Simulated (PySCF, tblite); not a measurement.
# C₄H₉NSSi₂: infrared bands and NMR shifts

What infrared bands and NMR shifts should C₄H₉NSSi₂ (`[SiH3]N([SiH3])c1cccs1`) show?

The runs use tblite 0.8.0 and PySCF 2.14.0, with density-fitted response routines of our own; the level of theory stands in each step. All values are computed, except where a source is named. Atoms count from 0, in the outputs and in this text.

### 1 The starting structure

17 atoms, charge 0, multiplicity 1; geometry from: GFN2-xTB.

Bonds of the start (Å): Si0–N1 1.75, N1–Si2 1.75, N1–C3 1.37, C3–C4 1.37, C4–C5 1.41, C5–C6 1.35, C6–S7 1.73, S7–C3 1.74, Si0–H8 1.47, Si0–H9 1.46, Si0–H10 1.46, Si2–H11 1.46, Si2–H12 1.46, Si2–H13 1.46, C4–H14 1.07, C5–H15 1.08, C6–H16 1.07.

### 2 Vibrational analysis with GFN2-xTB

What the job is given:

```
{"job": {"kind": "ir", "xc": "GFN2-xTB", "basis": "xTB"}, "charge": 0, "multiplicity": 1}
Si    -1.764740     1.412090     0.406932
N     -0.973424    -0.083647    -0.045317
Si    -1.788800    -1.560512    -0.515193
C      0.399844    -0.104908    -0.037912
C      1.270804     0.858951     0.382109
C      2.626870     0.489103     0.237547
C      2.788512    -0.747483    -0.287993
S      1.265183    -1.494836    -0.625312
H     -1.464499     1.702669     1.811130
H     -3.188263     1.179166     0.211297
H     -1.267814     2.471848    -0.472565
H     -3.206761    -1.273760    -0.350236
H     -1.346634    -2.631609     0.377867
H     -1.452146    -1.855106    -1.908715
H      0.957054     1.802161     0.790136
H      3.445622     1.127758     0.519669
H      3.692193    -1.279855    -0.503355
```

**Question.** This job is followed by: GIAO PBE0/pcSseg-1 NMR shielding, non-relativistic, gas phase. Predict these results of the whole session: strongest single infrared mode (GFN2-xTB); zero-point energy (GFN2-xTB); 13C shifts against TMS (PBE0/pcSseg-1); 1H shifts against TMS (PBE0/pcSseg-1, means over atoms taken as alike); 29Si shifts against TMS (PBE0/pcSseg-1, means over atoms taken as alike); 15N shifts against NH3 (PBE0/pcSseg-1); 33S shifts against CS2 (PBE0/pcSseg-1).

As calculated:

| quantity | value |
| --- | --- |
| strongest single infrared mode (GFN2-xTB) | 787 cm⁻¹, 630 km/mol |
| zero-point energy (GFN2-xTB) | 69.0 kcal/mol |
| 13C shifts against TMS (PBE0/pcSseg-1) | 163.5, 131.3, 120.7, 108.9 ppm |
| 1H shifts against TMS (PBE0/pcSseg-1, means over atoms taken as alike) | 7.04, 6.52, 6.22, 4.90 ppm |
| 29Si shifts against TMS (PBE0/pcSseg-1, means over atoms taken as alike) | -49.7 ppm |
| 15N shifts against NH3 (PBE0/pcSseg-1) | 53.5 ppm |
| 33S shifts against CS2 (PBE0/pcSseg-1) | 191 ppm |

**Reading.** All 45 modes are real, so the xTB geometry is a minimum. GFN2-xTB is a fitted tight-binding method: band positions and strengths are rough. Its intensities can rank the bands wrongly. At PBE0/pcSseg-1: The widest tensor belongs to S7: span 202 ppm, with a paramagnetic part of -746 ppm. NICS(1)zz of -23 ppm above the planar ring from C3 marks a diatropic (aromatic) ring current.
